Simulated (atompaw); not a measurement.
# A PAW (atompaw) potential for Pt, from input to tests

Task: generate the file, and judge it by its logarithmic derivatives, its ghosts and its cutoff.

Method: atompaw 4.2.0.5, PBE, scalar-relativistic.

### Step 1. The atom and the settings

The settings as typed:

```json
{
 "element": "platinum (Pt, Z = 78)",
 "type": "PAW",
 "frozen core": "[Kr] 4d10 4f14 5s2",
 "valence charge": "16",
 "reference configuration": "5p6 5d8 6s0 6p0 (charge +2)",
 "partial waves": "6s (bound, empty): rc 2.00 bohr; 6s channel at -1.25 Ry: rc 2.00 bohr; 5p (bound): rc 1.35 bohr; 6p (bound, empty): rc 2.10 bohr; 5d (bound): rc 2.10 bohr; 5d channel at -1.5 Ry: rc 2.10 bohr",
 "local potential": "troulliermartins scheme with l = 3 at -0.5 Ry, radius 1.55 bohr",
 "core correction": "smooth core density matched at 1.55 bohr",
 "augmentation charge": "sinc compensation charge, radius 1.95 bohr; PAW radius 2.10 bohr; waves and projectors: custom polynom2 7 10 vanderbiltortho"
}
```

The outer shells as boxes (Hund's rule for the drawing; the calculation is spin-unpolarised):

```
[Kr] core
4d [↑↓][↑↓][↑↓][↑↓][↑↓]
4f [↑↓][↑↓][↑↓][↑↓][↑↓][↑↓][↑↓]
5s [↑↓]
5p [↑↓][↑↓][↑↓]
5d [↑↓][↑↓][↑↓][↑ ][↑ ]
6s [  ]
6p [  ][  ][  ]
```

An earlier all-electron run gives the scale for the radii.

All-electron outer shells of the reference configuration (PBE, scalar-relativistic, ld1.x):

```csv
shell,level (eV),outermost node (bohr),outermost maximum (bohr)
4f,-91.10,–,0.38
5p,-76.84,0.53,0.98
5d,-25.88,0.57,1.24
6s,-22.13,1.13,2.18
6p,-14.35,1.33,2.77
5f,-4.12,0.72,5.44
```

### Step 2. Generating the potential

Contents of Pt.input:

```
Pt 78
GGA-PBE scalarrelativistic loggrid 2001 logderivrange -8 5 326
6 6 5 4 0 0
6 0 0
6 1 0
5 2 8
0 0 0
c
c
c
c
c
v
c
c
c
v
v
c
c
v
c
2
2.10 1.95 1.55 1.55
y
-1.25
n
n
y
-1.5
n
custom polynom2 7 10 vanderbiltortho sinc
3 -0.5 troulliermartins
2.00
2.00
1.35
2.10
2.10
2.10
PWSCFOUT
UPFDX 0.0125d0 UPFXMIN -7.d0 UPFZMESH 78.d0
END
```

On the command line:

```bash
$ atompaw < Pt.input > Pt.log
```

Before running it: what results should come out? Wanted: cutoffs for 10 and 1 mRy, occupied levels; bound ghosts; largest phase difference near zero energy, channels read; lowest eigenvalue of the overlap; share of valence orbitals outside the PAW sphere; UPF file.

As calculated:

| quantity | value |
| --- | --- |
| cutoffs for 10 and 1 mRy, occupied levels | 80 Ry and 260 Ry |
| bound ghosts | s at -152.72 eV |
| largest phase difference near zero energy, channels read | 0.181 rad |
| lowest eigenvalue of the overlap (Bessel basis) | 0.288 (s) |
| share of valence orbitals outside the PAW sphere | 6s 67 %, 5p 1 %, 6p 87 %, 5d 17 % |
| UPF file | written |

What this shows: A bound ghost (s) makes it unfit for use: electrons can fall into a state that the atom doesn't have. The potential is hard: the looser tolerance needs 80 Ry. The tighter tolerance needs 260 Ry, and converged work needs a cutoff nearer that. The slowest occupied level is 5p: taken alone it needs 160 Ry to come within 1 mRy, against 21 Ry for 5d. Near zero energy the largest phase difference among the channels read is 0.18 rad, in the p channel. All of this concerns the isolated atom, not yet a solid.
